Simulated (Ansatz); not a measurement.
**Cl₂H₄OSi (built from SMILES Cl[SiH2]Cl.O): search for a transition state**

Wanted: the transition state of a four-centre ligand exchange (form Si1–O7, Cl2–H6 and break Si1–Cl2, H6–O7). The guess is relaxed with those distances held, a saddle search follows, and vibrations and two downhill relaxations check it.

Program: Ansatz 0.2.0, Gaussian basis. Level of theory: PBE0-D4, def2-SVP first, then def2-TZVP. These are calculated values, not measurements.

152 further runs of the same task are left out: 152 set aside as unsound or not needed.

### 1 The system as given

The guess: 8 atoms, charge 0, spin multiplicity 1.

Atoms are counted from 1 here; the program's logs count them from 0.

Bond lengths: Si1–H3 1.445 Å, Si1–H4 1.447 Å, Si1–Cl5 2.081 Å, Si1–O7 1.798 Å, H6–O7 1.024 Å, O7–H8 0.966 Å. Angles: H3–Si1–H4 134.3°, H3–Si1–Cl5 100.3°, H3–Si1–O7 107.4°, H4–Si1–Cl5 98.9°, H4–Si1–O7 113.3°, Cl5–Si1–O7 91.2°, Si1–O7–H6 100.1°, Si1–O7–H8 124.4°, H6–O7–H8 122.8°.

As a file:

```xyz
8
Cl2H4OSi
Si    0.1060    0.3211   -0.6558
Cl   -0.0135   -2.1227   -0.6090
H     1.4786    0.1691   -1.0803
H    -1.1739    0.2547   -1.3279
Cl    0.0957    2.3384   -0.1460
H    -0.1081   -1.1677    0.9779
O     0.0241   -0.1567    1.0759
H    -0.4088    0.3637    1.7653
```

Distances that are to change: Si1–O7 1.80 Å, Cl2–H6 1.85 Å, Si1–Cl2 2.45 Å, H6–O7 1.02 Å.

### 2 Constrained relaxation of the guess

The input, hold/in.yaml:

```yaml
crystal:
  periodic: [false, false, false]
  atoms:
    - {symbol: Si, position_ang: [0.106000, 0.321100, -0.655800]}
    - {symbol: Cl, position_ang: [-0.013500, -2.122700, -0.609000]}
    - {symbol: H, position_ang: [1.478600, 0.169100, -1.080300]}
    - {symbol: H, position_ang: [-1.173900, 0.254700, -1.327900]}
    - {symbol: Cl, position_ang: [0.095700, 2.338400, -0.146000]}
    - {symbol: H, position_ang: [-0.108100, -1.167700, 0.977900]}
    - {symbol: O, position_ang: [0.024100, -0.156700, 1.075900]}
    - {symbol: H, position_ang: [-0.408800, 0.363700, 1.765300]}
basis:
  gaussian: {orbitals: def2-SVP}
hamiltonian: {xc: pbe0, dispersion: d4}
relax: {f_tol: 0.04, max_steps: 150, escape_saddle: false, constraints: [{distance: [0, 6]}, {distance: [1, 5]}, {distance: [0, 1]}, {distance: [5, 6]}]}
```

Launch:

```bash
$ ansatz run in.yaml --threads 4 --pin off --events-out ev --progress --plain --max-ram 9574MiB
```

Further steps of the session: Force constants to start from; Saddle search in the small basis; Saddle search in triple zeta; Vibrations at the point found; Relaxing after a step of 0.30 Å one way along the mode; Relaxing after a step of 0.30 Å the other way along the mode.

What does the calculation give? Wanted: imaginary mode; barrier from the start side; barrier from the end side; energy of the step; pairs that change; zero-point energy at the saddle.

As calculated:

| quantity | value |
| --- | --- |
| imaginary mode | 263i cm⁻¹ |
| barrier from the start side | 10.8 kJ/mol |
| barrier from the end side | 71.8 kJ/mol |
| energy of the step | -61.0 kJ/mol |
| pairs that change | Cl2–H6 formed, Si1–Cl2 broken, H6–O7 broken |
| zero-point energy at the saddle | 1.171 eV |

In words: One imaginary mode, 263i cm⁻¹, makes this a first-order saddle. It joins the planned start and end. At PBE0-D4/def2-TZVP the electronic barrier is 10.8 kJ/mol, about 4 kT at 298 K, and the step runs 61.0 kJ/mol downhill. A step off the saddle overshot and began above it in energy, so the link to its end is likely but not proven. The ends are the nearest minima, not always the lowest complexes.
